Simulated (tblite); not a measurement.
# C3H12FPSi3: the cost of one run

The runs use tblite 0.8.0 and PySCF 2.14.0, with density-fitted response routines of our own; the level of theory stands in each step. All values are computed, except where a source is named. Atoms are numbered from 0 throughout.

### 1 Starting geometry

20 atoms, charge 0, multiplicity 1; geometry from: force field or distance geometry start.

Bonds of the start (Å): C0–C1 1.51, C1–C2 1.51, C2–Si3 1.82, Si3–P4 2.20, P4–Si5 2.24, Si5–Si6 2.23, Si6–F7 1.69, Si6–C2 1.84, C0–H8 1.11, C0–H9 1.11, C0–H10 1.10, C1–H11 1.10, C1–H12 1.13, C2–H13 1.12, Si3–H14 1.46, Si3–H15 1.49, P4–H16 1.47, Si5–H17 1.45, Si5–H18 1.46, Si6–H19 1.46.

### 2 Optimising the geometry with GFN2-xTB

The job: settings as JSON, then the geometry in Å.

```
{"job": {"kind": "relax", "xc": "GFN2-xTB", "basis": "xTB"}, "charge": 0, "multiplicity": 1}
C      2.059000    -0.865600     0.210700
C      1.747200     0.391000    -0.569900
C      0.306700     0.836200    -0.466300
Si    -0.211000     1.198000     1.237100
P     -2.272500     0.527400     1.593300
Si    -2.232700    -1.222700     0.198500
Si    -0.866700    -0.307400    -1.303600
F     -0.073700    -1.493800    -2.209000
H      1.461900    -1.733000    -0.139400
H      3.109800    -1.134700    -0.003600
H      1.965600    -0.769500     1.297500
H      2.010700     0.202400    -1.617400
H      2.433600     1.187300    -0.155200
H      0.283400     1.793600    -1.043500
H      0.612400     0.629000     2.299200
H     -0.217900     2.670500     1.438000
H     -3.203600     1.474900     0.955600
H     -3.537900    -1.459100    -0.387300
H     -1.661100    -2.392900     0.858400
H     -1.718100     0.479100    -2.196000
```

The run is started by

```sh
OMP_NUM_THREADS=1 python probes_run.py task.json out
```

This one command runs all jobs of the session in turn.

**Question.** How long does this first job take on 1 thread of Arm Neoverse N1, shared host, and how much memory does it need?

About 2.8 s, with a peak of 0.18 GiB.
